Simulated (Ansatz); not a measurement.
# C₆H₁₅InO₃: small, medium and large basis sets

How large a basis does C₆H₁₅InO₃ need? Two functionals are run in growing sets.

Computed with Ansatz 0.2.0, Gaussian basis. Level: one geometry, several basis sets.

Levels to be run: PBE0-D4/def2-SVP; ωB97M-V/def2-SVP; PBE0-D4/def2-QZVPP; ωB97M-V/def2-QZVPP; the functionals' def2-TZVPP values are taken from earlier runs.

### 1 Structure used throughout

An earlier PBE0-D4 in a triple-zeta def2 set relaxation fixed the geometry. In takes the def2 core potential; no spin-orbit term is included.

25 atoms, charge 0, spin multiplicity 1.

Atoms are counted from 1 here; the program's logs count them from 0.

Bond lengths: C1–C2 1.513 Å, C1–H11 1.096 Å, C1–H12 1.094 Å, C1–H13 1.093 Å, C2–O3 1.410 Å, C2–H14 1.099 Å, C2–H15 1.097 Å, O3–In4 1.976 Å, In4–O5 1.975 Å, In4–O8 1.974 Å, O5–C6 1.414 Å, C6–C7 1.511 Å, C6–H16 1.099 Å, C6–H17 1.099 Å, C7–H18 1.092 Å, C7–H19 1.092 Å, C7–H20 1.094 Å, O8–C9 1.409 Å and more. Angles: C2–C1–H11 111.0°, C2–C1–H12 110.9°, C2–C1–H13 110.5°, H11–C1–H12 107.4°, H11–C1–H13 108.8°, H12–C1–H13 108.1°, C1–C2–O3 113.4°, C1–C2–H14 109.6°, C1–C2–H15 109.7°, O3–C2–H14 110.8°, O3–C2–H15 106.4°, H14–C2–H15 106.8°, C2–O3–In4 121.4°, O3–In4–O5 120.8°, O3–In4–O8 121.4°, O5–In4–O8 117.8°, In4–O5–C6 121.7°, O5–C6–C7 108.8° and more.

### 2 PBE0-D4 in def2-SVP

File in.yaml:

```yaml
crystal:
  periodic: [false, false, false]
  atoms:
    - {symbol: C, position_ang: [0.475656, -2.872180, 0.759600]}
    - {symbol: C, position_ang: [1.503622, -2.448467, -0.267080]}
    - {symbol: O, position_ang: [1.756711, -1.061743, -0.265480]}
    - {symbol: In, position_ang: [0.285426, 0.252736, -0.380818]}
    - {symbol: O, position_ang: [-1.588012, -0.341207, -0.576052]}
    - {symbol: C, position_ang: [-2.641879, 0.580350, -0.771303]}
    - {symbol: C, position_ang: [-3.958174, -0.146987, -0.625539]}
    - {symbol: O, position_ang: [0.636118, 2.195534, -0.348627]}
    - {symbol: C, position_ang: [1.925950, 2.709183, -0.109837]}
    - {symbol: C, position_ang: [2.596688, 2.110727, 1.107812]}
    - {symbol: H, position_ang: [-0.502438, -2.426401, 0.543373]}
    - {symbol: H, position_ang: [0.347050, -3.958138, 0.758305]}
    - {symbol: H, position_ang: [0.788282, -2.567534, 1.761901]}
    - {symbol: H, position_ang: [1.188919, -2.787341, -1.264407]}
    - {symbol: H, position_ang: [2.461757, -2.938647, -0.054091]}
    - {symbol: H, position_ang: [-2.580300, 1.034290, -1.770543]}
    - {symbol: H, position_ang: [-2.593019, 1.405845, -0.047443]}
    - {symbol: H, position_ang: [-4.027747, -0.957781, -1.353869]}
    - {symbol: H, position_ang: [-4.048736, -0.577282, 0.374197]}
    - {symbol: H, position_ang: [-4.795841, 0.537235, -0.786538]}
    - {symbol: H, position_ang: [2.570301, 2.569600, -0.989625]}
    - {symbol: H, position_ang: [1.809356, 3.791324, 0.029011]}
    - {symbol: H, position_ang: [1.981995, 2.266625, 1.998464]}
    - {symbol: H, position_ang: [2.762143, 1.034738, 0.975844]}
    - {symbol: H, position_ang: [3.572872, 2.571323, 1.283246]}
basis:
  gaussian: {orbitals: def2-SVP}
hamiltonian: {xc: pbe0, dispersion: d4}
output: {orbitals: {seedname: orbitals}}
```

Command:

```sh
ansatz run in.yaml --threads 4 --pin off --events-out ev --progress --plain --max-ram 46080MiB --backend cpu
```

Further steps of the session: ωB97M-V in def2-SVP; PBE0-D4 in def2-QZVPP; ωB97M-V in def2-QZVPP.

**Question.** What will the summary of the whole plan be? Wanted: PBE0-D4: double and triple zeta above quadruple; ωB97M-V: double and triple zeta above quadruple.

The runs gave:

| quantity | value |
| --- | --- |
| PBE0-D4: double and triple zeta above quadruple | 15.57, 0.78 eV |
| ωB97M-V: double and triple zeta above quadruple | 16.15, 0.75 eV |

In words: For PBE0-D4 the step from double to triple zeta gains 14.79 eV and the next only 0.78 eV. These are total energies; as a rule much of such shifts cancels in differences, which this series doesn't test.
